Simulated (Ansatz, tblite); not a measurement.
**2x2x4 LiCl rock-salt block (Li8Cl8): a ladder of methods and basis sets**

The task here is to estimate one member of a computed series from the others.

Program: Ansatz 0.2.0, Gaussian basis. Level of theory: as each input shows. These are calculated values, not measurements.

Plan: GFN1-xTB, GFN2-xTB, PBE-D4/def2-TZVP, r2SCAN-D4/def2-TZVP, r2SCANh-D4/def2-TZVP, B2PLYP/def2-TZVP, PBE-D4/def2-SVP, PBE0-D4/def2-SVP, HF/6-31G, B3LYP-D4/6-31G, MP2/def2-SVP.

4 further runs of the same task are left out: 2 that didn't finish, 2 set aside as unsound or not needed. Runs told in other sessions of the task aren't counted.

### The relaxed structure

The singlet was relaxed beforehand with PBE0-D4/def2-SVP.

16 atoms, charge 0, spin multiplicity 1.

Bond lengths: Li1–Cl2 2.303 Å, Li1–Cl5 2.301 Å, Li1–Cl9 2.301 Å, Cl2–Li3 2.356 Å, Cl2–Li6 2.469 Å, Cl2–Li10 2.469 Å, Li3–Cl4 2.362 Å, Li3–Cl7 2.469 Å, Li3–Cl11 2.469 Å, Cl4–Li8 2.301 Å, Cl4–Li12 2.301 Å, Cl5–Li6 2.362 Å, Cl5–Li13 2.301 Å, Li6–Cl7 2.356 Å, Li6–Cl14 2.469 Å, Cl7–Li8 2.303 Å, Cl7–Li15 2.469 Å, Li8–Cl16 2.301 Å and more. Angles: Cl2–Li1–Cl5 101.8°, Cl2–Li1–Cl9 101.8°, Cl5–Li1–Cl9 103.0°, Li1–Cl2–Li3 159.0°, Li1–Cl2–Li6 78.8°, Li1–Cl2–Li10 78.8°, Li3–Cl2–Li6 84.9°, Li3–Cl2–Li10 84.9°, Li6–Cl2–Li10 78.2°, Cl2–Li3–Cl4 165.4°, Cl2–Li3–Cl7 93.8°, Cl2–Li3–Cl11 93.8°, Cl4–Li3–Cl7 95.4°, Cl4–Li3–Cl11 95.4°, Cl7–Li3–Cl11 101.7°, Li3–Cl4–Li8 81.1°, Li3–Cl4–Li12 81.1°, Li8–Cl4–Li12 76.3° and more.

PBE0-D4/def2-TZVP was run before; its log isn't repeated, and its numbers join the tables.

The first run:

Tight binding, by tblite at 300 K electronic temperature and without a spin-polarisation term:

```python
tblite.interface.Calculator('GFN1-xTB', numbers, positions, charge=0, uhf=0).singlepoint()
```

Tight binding, by tblite at 300 K electronic temperature and without a spin-polarisation term:

```python
tblite.interface.Calculator('GFN2-xTB', numbers, positions, charge=0, uhf=0).singlepoint()
```

start.molden holds the orbitals of an earlier run on this state, given as this run's starting guess.

in.yaml reads:

```yaml
crystal:
  periodic: [false, false, false]
  atoms:
    - {symbol: Li, position_ang: [-1.010146, -1.004098, -3.377149]}
    - {symbol: Cl, position_ang: [-1.356982, -1.350856, -1.126834]}
    - {symbol: Li, position_ang: [-1.102533, -1.099480, 1.201569]}
    - {symbol: Cl, position_ang: [-1.272576, -1.271084, 3.550962]}
    - {symbol: Cl, position_ang: [-1.274228, 1.275394, -3.548947]}
    - {symbol: Li, position_ang: [-1.100795, 1.103550, -1.199723]}
    - {symbol: Cl, position_ang: [-1.350036, 1.355878, 1.129284]}
    - {symbol: Li, position_ang: [-1.000686, 1.007509, 3.378968]}
    - {symbol: Cl, position_ang: [1.268319, -1.276204, -3.550471]}
    - {symbol: Li, position_ang: [1.098395, -1.103460, -1.201270]}
    - {symbol: Cl, position_ang: [1.351886, -1.355721, 1.126962]}
    - {symbol: Li, position_ang: [1.006807, -1.007084, 3.377209]}
    - {symbol: Li, position_ang: [1.004485, 1.003385, -3.379040]}
    - {symbol: Cl, position_ang: [1.354610, 1.351046, -1.129399]}
    - {symbol: Li, position_ang: [1.104446, 1.099753, 1.199435]}
    - {symbol: Cl, position_ang: [1.279024, 1.271495, 3.548443]}
basis:
  gaussian: {orbitals: def2-TZVP, initial_orbitals: start.molden}
hamiltonian: {xc: pbe, dispersion: d4}
scf: {omitted_lower_state_checks: [starts]}
output: {forces: true, orbitals: {seedname: orbitals}}
```

Command:

```sh
> ansatz run in.yaml --threads 4 --pin off --events-out ev --progress --plain --max-ram 6963MiB
```

Among the steps run: PBE-D4/def2-TZVP; r2SCAN-D4/def2-TZVP; r2SCANh-D4/def2-TZVP; B2PLYP/def2-TZVP; PBE-D4/def2-SVP; PBE0-D4/def2-SVP; HF/6-31G; B3LYP-D4/6-31G; MP2/def2-SVP.

One of the session's tables, all rows but one given; the rest of the session is left out.

It belongs to the step «Binding energy». 

| level | binding an atom (eV) |
| --- | --- |
| HF/6-31G | 2.548 |
| HF/def2-SVP | 2.749 |
| PBE-D4/def2-SVP | 3.405 |
| PBE-D4/def2-TZVP | 3.234 |
| r2SCAN-D4/def2-TZVP | 3.274 |
| r2SCANh-D4/def2-TZVP | ? |
| B3LYP-D4/6-31G | 3.169 |
| PBE0-D4/def2-SVP | 3.385 |
| PBE0-D4/def2-TZVP | 3.220 |
| B2PLYP/def2-TZVP | 3.188 |
| MP2/def2-SVP | 3.244 |

Q: Estimate the row for r2SCANh-D4/def2-TZVP from the others.

As computed: binding an atom (eV): 3.265. In the column «binding an atom (eV)» it lies between MP2/def2-SVP (3.244) and r2SCAN-D4/def2-TZVP (3.274).

To keep in mind: Free atoms were run apart at each level; binding is atoms less cluster, divided by the number of atoms, without zero-point or spin-orbit terms.
